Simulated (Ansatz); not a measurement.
# CH7OSbSi: the cost of one run

Method: RKS PBE/def2-SVP, in Ansatz 0.2.0.

**1. The structure to begin with**

Bond lengths: O1–C2 1.353 Å, C2–Si3 1.859 Å, Si3–Sb4 2.547 Å, O1–H5 0.995 Å, C2–H6 1.125 Å, C2–H7 1.107 Å, Si3–H8 1.407 Å, Si3–H9 1.536 Å, Sb4–H10 1.709 Å, Sb4–H11 1.813 Å. Angles (14 of 16 angles, heavy atoms first): O1–C2–Si3 107.7°, C2–Si3–Sb4 110.2°, O1–C2–H6 110.8°, O1–C2–H7 112.2°, Si3–C2–H6 111.2°, Si3–C2–H7 108.5°, C2–O1–H5 111.3°, C2–Si3–H8 111.3°, C2–Si3–H9 107.6°, Sb4–Si3–H8 111.9°, Sb4–Si3–H9 107.7°, Si3–Sb4–H10 91.2°, Si3–Sb4–H11 88.4°, H6–C2–H7 106.5°.

As a file:

```xyz
11

O    -1.2694    1.1064   -0.4398
C    -0.3032    1.0966    0.5071
Si    0.0515   -0.6777    0.9320
Sb    1.0405   -1.8832   -1.0822
H    -0.8855    0.9817   -1.3488
H     0.6218    1.6192    0.1383
H    -0.6152    1.6233    1.4291
H    -1.0974   -1.3264    1.4207
H     1.1085   -0.6872    2.0465
H     1.8649   -0.4671   -1.5690
H    -0.4511   -1.4426   -2.0133
```

**2. Relaxing end A**

File input.yaml:

```yaml
crystal:
  periodic: [false, false, false]
  atoms:
    - { symbol: O, position_ang: [-1.2694, 1.1064, -0.4398] }
    - { symbol: C, position_ang: [-0.3032, 1.0966, 0.5071] }
    - { symbol: Si, position_ang: [0.0515, -0.6777, 0.932] }
    - { symbol: Sb, position_ang: [1.0405, -1.8832, -1.0822] }
    - { symbol: H, position_ang: [-0.8855, 0.9817, -1.3488] }
    - { symbol: H, position_ang: [0.6218, 1.6192, 0.1383] }
    - { symbol: H, position_ang: [-0.6152, 1.6233, 1.4291] }
    - { symbol: H, position_ang: [-1.0974, -1.3264, 1.4207] }
    - { symbol: H, position_ang: [1.1085, -0.6872, 2.0465] }
    - { symbol: H, position_ang: [1.8649, -0.4671, -1.569] }
    - { symbol: H, position_ang: [-0.4511, -1.4426, -2.0133] }
basis:
  gaussian: { orbitals: def2-SVP }
hamiltonian:
  xc: pbe
relax:
  f_tol: 0.015
  max_steps: 40
```

The run is started by

```sh
$ ansatz run input.yaml --threads 2 --pin off --max-ram 3072MiB --backend cpu --events-out ev --progress --plain --runs-dir out
```

What time and memory should one allow on 2 threads of Arm Neoverse V1, shared host?

About 37 s, with a peak of 0.15 GiB.
